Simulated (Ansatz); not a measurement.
The system is Ta4NiO11.

```
CELL_PARAMETERS angstrom
4.77089 0.00000 0.00513
0.00000 5.82454 0.00000
-1.98628 0.00000 7.25051
ATOMIC_POSITIONS crystal
Ta 0.61339 0.50000 0.76042
Ta 0.38661 0.50000 0.23958
Ta 0.16615 0.00000 0.79875
Ta 0.83385 0.00000 0.20125
Ni 0.50000 0.00000 0.50000
O 0.33278 0.79913 0.65053
O 0.66722 0.79913 0.34947
O 0.90047 0.25786 0.80718
O 0.09953 0.25786 0.19282
O 0.66722 0.20087 0.34947
O 0.33278 0.20087 0.65053
O 0.09953 0.74214 0.19282
O 0.90047 0.74214 0.80718
O 0.50000 0.50000 0.00000
O 0.50000 0.00000 0.00000
O 0.50000 0.50000 0.50000
```

The cell was built by a generator and needn't be a form met in nature.

- Program: Ansatz 0.2.0
- Task: relaxation of cell and atoms
- Functional: r2SCAN
- Dispersion: rVV10
- Potentials or basis: Ansatz PAW
- Cutoff: 500 eV (not typed: the program's choice for these potentials)
- k mesh: 4 × 4 × 3
- Occupations: fermi-dirac, width 0.05 eV
- Spin: collinear spin, ferromagnetic start
- Starting moments: [0.0, 0.0, 0.0, 0.0, 1.0, 0.0, 0.0, 0.0, 0.0, 0.0, 0.0, 0.0, 0.0, 0.0, 0.0, 0.0] μB

At the start: volume 12.60 Å³/atom.

Task: Where does the relaxation end?

Result: It ends after 8 steps and the volume is 12.18 Å³/atom (-3.3 %); space group P2/m (No. 10, to 0.05 Å); moment 0.00 μB per cell.

The path:
| step | energy change (eV) | largest force (eV/Å) | volume (Å³) |
| --- | --- | --- | --- |
| 1 | 0.0000 | 0.4259 | 201.54 |
| 2 | -0.1380 | 0.2005 | 193.76 |
| 3 | -0.1459 | 0.1057 | 194.89 |
| 4 | -0.1493 | 0.1309 | 194.98 |
| 5 | -0.1506 | 0.0442 | 194.91 |
| 6 | -0.1509 | 0.0136 | 194.83 |
| 7 | -0.1509 | 0.0025 | 194.81 |
| 8 | -0.1465 | 0.0026 | 194.81 |

Final structure:
```
Ta Ni O
1.0
     4.73681    0.00000   -0.03285
     0.00000    5.72559    0.00000
    -2.02976    0.00000    7.19694
Ta Ni O
4 1 11
Direct
  0.60404 0.50000 0.75971
  0.39596 0.50000 0.24029
  0.16223 0.00000 0.79855
  0.83777 0.00000 0.20145
  0.50000 0.00000 0.50000
  0.32459 0.79594 0.64932
  0.67541 0.79594 0.35068
  0.89543 0.25577 0.80794
  0.10457 0.25577 0.19206
  0.67541 0.20406 0.35068
  0.32459 0.20406 0.64932
  0.10457 0.74423 0.19206
  0.89543 0.74423 0.80794
  0.50000 0.50000 0.00000
  0.50000 0.00000 0.00000
  0.50000 0.50000 0.50000
```

Caveat: the magnetic or orbital state may not be the lowest; the plane-wave basis is chosen anew once the cell has moved, so the energies of steps on either side of that aren't comparable; the PAW data sets come from PBE, with cores solved anew for the run's functional, which leaves a small shift of forces and pressure; the starting moments weren't kept.
